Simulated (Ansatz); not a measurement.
# ClH₉O₃Si₃Ti: basis-set convergence

An exercise on one series of results from a longer session: the logs are not shown, and one member is left open.

The runs use Ansatz 0.2.0, Gaussian basis; one geometry, several basis sets.

Levels to be run: PBE0-D4/def2-SVP; ωB97M-V/def2-SVP; PBE0-D4/def2-QZVPP; ωB97M-V/def2-QZVPP; the functionals' def2-TZVPP values are taken from earlier runs.

### The relaxed structure

The geometry comes from an earlier relaxation with PBE0-D4 in a triple-zeta def2 set; it is a stationary point, not always the lowest conformer.

17 atoms, charge 0, spin multiplicity 1.

Atoms are counted from 1 here; the program's logs count them from 0.

Bond lengths: Si1–O2 1.643 Å, Si1–H9 1.485 Å, Si1–H10 1.485 Å, Si1–H11 1.484 Å, O2–Ti3 1.773 Å, Ti3–Cl4 2.211 Å, Ti3–O5 1.773 Å, Ti3–O7 1.773 Å, O5–Si6 1.643 Å, Si6–H12 1.485 Å, Si6–H13 1.485 Å, Si6–H14 1.484 Å, O7–Si8 1.643 Å, Si8–H15 1.485 Å, Si8–H16 1.485 Å, Si8–H17 1.484 Å. Angles: O2–Si1–H9 109.2°, O2–Si1–H10 109.2°, O2–Si1–H11 109.1°, H9–Si1–H10 109.6°, H9–Si1–H11 109.9°, H10–Si1–H11 109.9°, Si1–O2–Ti3 177.6°, O2–Ti3–Cl4 109.5°, O2–Ti3–O5 109.4°, O2–Ti3–O7 109.4°, Cl4–Ti3–O5 109.5°, Cl4–Ti3–O7 109.5°, O5–Ti3–O7 109.4°, Ti3–O5–Si6 177.1°, O5–Si6–H12 109.2°, O5–Si6–H13 109.2°, O5–Si6–H14 109.1°, H12–Si6–H13 109.6° and more.

Set-up of the first run:

Contents of in.yaml:

```yaml
crystal:
  periodic: [false, false, false]
  atoms:
    - {symbol: Si, position_ang: [1.081975, 0.036056, 3.020557]}
    - {symbol: O, position_ang: [0.825984, -0.362690, 1.447258]}
    - {symbol: Ti, position_ang: [0.502754, -0.735034, -0.256051]}
    - {symbol: Cl, position_ang: [1.702499, -2.488297, -0.870204]}
    - {symbol: O, position_ang: [0.938292, 0.662103, -1.257443]}
    - {symbol: Si, position_ang: [1.285388, 2.002354, -2.142350]}
    - {symbol: O, position_ang: [-1.221262, -1.094202, -0.463760]}
    - {symbol: Si, position_ang: [-2.833237, -1.363089, -0.634168]}
    - {symbol: H, position_ang: [-0.205481, -0.034286, 3.757073]}
    - {symbol: H, position_ang: [1.622600, 1.417225, 3.091921]}
    - {symbol: H, position_ang: [2.053688, -0.917046, 3.611477]}
    - {symbol: H, position_ang: [0.055911, 2.459223, -2.838216]}
    - {symbol: H, position_ang: [1.771911, 3.072849, -1.235758]}
    - {symbol: H, position_ang: [2.334006, 1.669096, -3.137675]}
    - {symbol: H, position_ang: [-3.394247, -0.374623, -1.589777]}
    - {symbol: H, position_ang: [-3.495133, -1.211384, 0.686367]}
    - {symbol: H, position_ang: [-3.044650, -2.738555, -1.149149]}
basis:
  gaussian: {orbitals: def2-SVP}
hamiltonian: {xc: pbe0, dispersion: d4}
output: {orbitals: {seedname: orbitals}}
```

Started as:

```
ansatz run in.yaml --threads 4 --pin off --events-out ev --progress --plain --max-ram 66560MiB --backend cpu
```

Steps of the session up to this table: PBE0-D4 in def2-SVP; ωB97M-V in def2-SVP; PBE0-D4 in def2-QZVPP; ωB97M-V in def2-QZVPP.

One table of the session follows, with a row left open; its other results are not shown here.

It belongs to the step «Density functionals: the series». 

| functional | basis | HOMO (eV) | LUMO (eV) |
| --- | --- | --- | --- |
| PBE0-D4 | def2-SVP | ? | ? |
| PBE0-D4 | def2-TZVPP | -8.83 | -2.08 |
| PBE0-D4 | def2-QZVPP | -8.85 | -2.09 |
| ωB97M-V | def2-SVP | -10.87 | 0.12 |
| ωB97M-V | def2-TZVPP | -11.10 | 0.06 |
| ωB97M-V | def2-QZVPP | -11.12 | 0.04 |

**Question.** Estimate the row for PBE0-D4, def2-SVP.

The run gave: HOMO (eV): -8.66; LUMO (eV): -2.07. In the column «HOMO (eV)» it is the highest.
